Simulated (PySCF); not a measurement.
# C7H5BrO (4-bromobenzaldehyde): the cost of one run

Computed with PySCF 2.14.0 and routines of our own; the level stands in each step. Atoms count from 0.

### 1 The system as given

14 atoms, charge 0, multiplicity 1; geometry from: GFN2-xTB.

### 2 Relaxing the molecule at PBE0-D3(BJ)/def2-SVP

The job: settings as JSON, then the geometry in Å.

```
{"job": {"xc": "PBE0", "basis": "def2-SVP", "d3": "d3bj", "grid": 2, "kind": "geom"}, "charge": 0, "multiplicity": 1}
O      3.043634     0.968002     0.551301
C      2.396674     0.098623     0.027965
C      0.929061     0.032909     0.007804
C      0.181887     1.034204     0.630820
C     -1.196585     0.988849     0.620046
C     -1.829402    -0.067355    -0.019826
Br    -3.728131    -0.138370    -0.039402
C     -1.107156    -1.073493    -0.645633
C      0.272451    -1.019386    -0.629510
H      2.886678    -0.745875    -0.495472
H      0.705547     1.841772     1.119583
H     -1.779500     1.759917     1.099653
H     -1.623113    -1.884245    -1.136959
H      0.847276    -1.796024    -1.112535
```

Started as:

```
OMP_NUM_THREADS=1 python excited_run.py task.json out
```

The driver reads the jobs from task.json and runs them one after another.

Q: Estimate the wall time and peak memory of this first job on 1 thread of AMD EPYC 9R45, shared host.

About 49 s, with a peak of 0.87 GiB.
